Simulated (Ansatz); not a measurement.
# PbO: the cost of one run

Computed with Ansatz 0.2.0 (DFT LDA, scalar-relativistic, plane waves, PAW, unless a step's input says otherwise).

### 1 The structure to begin with

The structure is tetragonal, space group P4/nmm (No. 129). Conventional cell: a = 3.974 Å, b = 3.974 Å, c = 5.022 Å, α = 90.00°, β = 90.00°, γ = 90.00°. Pb (site symmetry 4mm) is surrounded by 4 O at 2.31 Å. O (site symmetry -4m2) is surrounded by 4 Pb at 2.31 Å.

As a file:

```cif
data_structure
_symmetry_space_group_name_H-M 'P 1'
_symmetry_Int_Tables_number 1
_cell_length_a 3.9744
_cell_length_b 3.9744
_cell_length_c 5.0220
_cell_angle_alpha 90.000
_cell_angle_beta 90.000
_cell_angle_gamma 90.000
_cell_volume 79.33
loop_
_atom_site_label
_atom_site_type_symbol
_atom_site_fract_x
_atom_site_fract_y
_atom_site_fract_z
_atom_site_occupancy
Pb1 Pb 0.00000 0.50000 0.23510 1
Pb2 Pb 0.50000 0.00000 0.76490 1
O1 O 0.00000 0.00000 0.00000 1
O2 O 0.50000 0.50000 0.00000 1
```

No relaxation comes first: the listed cell is the starting point.

### 2 The reference cell

The reference gives a free energy of -24314.5604 eV, pressure -1.84 GPa, largest force 0.169 eV/Å and gap on the mesh 1.20 eV. It was computed beforehand with the settings of the runs below.

### 3 Next: a strain scan

The cell is strained by ε times the Voigt pattern (1, -1, 0, 0, 0, 0) (xx, yy, zz, yz, xz, xy; engineering shear), with fractional coordinates fixed (clamped ions). The stress on the pattern is the sum of the stress components weighted by it, tension positive.

### 4 ε = -0.0400

Contents of input.yaml:

```yaml
crystal:
  lattice:
    - [3.815424, 0.0, 0.0]
    - [0.0, 4.133376, 0.0]
    - [0.0, 0.0, 5.022]
  atoms:
    - { symbol: Pb, position: [0.0, 0.5, 0.2351] }
    - { symbol: Pb, position: [0.5, 0.0, 0.7649] }
    - { symbol: O, position: [0.0, 0.0, 0.0] }
    - { symbol: O, position: [0.5, 0.5, 0.0] }
basis:
  ecutwfc: 420
kpoints:
  mp_grid: { grid: [8, 8, 6] }
hamiltonian:
  xc: lda
scf:
  occupations: { method: gaussian, width: 0.05 }
output:
  forces: true
  stress: true
  eigenvalues: true
```

What time and memory should one allow on 1 thread of an Arm CPU, shared host?

About 9.9 s, with a peak of 0.41 GiB.
